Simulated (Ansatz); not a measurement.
**GeH₃O (doublet): wave-function methods side by side at distance Ge1–O2 = 1.786 Å, cc-pVDZ**

One table from this session's results is given with a row withheld; the runs are named, their logs left out.

The runs use Ansatz 0.2.0, Gaussian basis; cc-pVDZ, core rule «outside noble gas», up to 15 orbitals frozen.

Plan: UHF; CCSD(T) on ROHF; CCSD(T) on UHF; BCCD(T) on ROHF; CISD; CCSDT(Q) on ROHF; CCSDT(Q) on UHF; CASSCF and MRCISD+Q, 3 electrons in 3 orbitals; CASSCF and NEVPT2, 3 electrons in 3 orbitals.

25 further runs of the same task are left out: 2 for a mislabelled method, 19 that didn't finish, 4 set aside as unsound or not needed.

### The system

The geometry derives from a PBE0/def2-TZVP stationary point (not a proven minimum). One bond is set to the value named and the two fragments are kept rigid. No spin-orbit coupling is included. The filled d shell of Ge may be among the frozen orbitals whatever the setting's name suggests; the logs give the count.

5 atoms, charge 0, spin multiplicity 2.

Atoms are counted from 1 here; the program's logs count them from 0.

Bond lengths: Ge1–O2 1.786 Å, Ge1–H3 1.557 Å, Ge1–H4 1.546 Å, O2–H5 0.960 Å. Angles: O2–Ge1–H3 109.0°, O2–Ge1–H4 103.7°, H3–Ge1–H4 111.8°, Ge1–O2–H5 112.6°.

The first run:

Input file in.yaml:

```yaml
crystal:
  periodic: [false, false, false]
  atoms:
    - {symbol: Ge, position_ang: [-0.035497, -0.014309, 0.323987]}
    - {symbol: O, position_ang: [0.080354, 0.109526, -1.453845]}
    - {symbol: H, position_ang: [0.751050, -1.272631, 0.795719]}
    - {symbol: H, position_ang: [0.619052, 1.292746, 0.826036]}
    - {symbol: H, position_ang: [-0.087378, -0.727459, -1.893356]}
basis:
  gaussian: {orbitals: cc-pVDZ}
magnetization: {spin_polarized: true, initial_magnetization: 1}
hamiltonian: {xc: hf}
output: {orbitals: {seedname: orbitals}}
```

Run with:

```bash
$ ansatz run in.yaml --threads 1 --pin off --events-out ev --progress --plain --max-ram 2393MiB
```

Steps of the session up to this table: UHF; CCSD(T) on ROHF; CCSD(T) on UHF; BCCD(T) on ROHF; CISD; CCSDT(Q) on ROHF; CCSDT(Q) on UHF; CASSCF and MRCISD+Q, 3 electrons in 3 orbitals; CASSCF and NEVPT2, 3 electrons in 3 orbitals.

One table of the session follows, with a row left open; its other results are not shown here.

| method | from UCCSDT(Q) (kJ/mol) |
| --- | --- |
| ROHF | +808.8 |
| UHF | +804.5 |
| RMP2 | +81.4 |
| UMP2 | +80.6 |
| RCCSD | +21.5 |
| UCCSD | +21.1 |
| RCCSD(T) | +4.2 |
| UCCSD(T) | +3.9 |
| BCCD(T) | ? |
| RCCSDT | +2.4 |
| UCCSDT | +2.1 |
| RCCSDT(Q) | +0.5 |
| UCCSDT(Q) | 0 |
| CASSCF pair | +755.3 |
| NEVPT2 pair | +84.1 |

Estimate the missing values for BCCD(T).

**Answer.** from UCCSDT(Q) (kJ/mol): +4.1. In the column «from UCCSDT(Q) (kJ/mol)» it lies between UCCSD(T) (+3.9) and RCCSD(T) (+4.2).

Not comparable, so not listed: CISD; CASSCF and MRCISD+Q, 3 electrons in 3 orbitals (they don't share determinant, frozen orbitals or solution with the rows shown, or repeat one).

To keep in mind: Restricted and unrestricted rows rest on different reference determinants; where their highest levels disagree by more than a few hundredths of an eV, they describe different states and don't form one ladder. Warnings in the runs' records: passed over end.
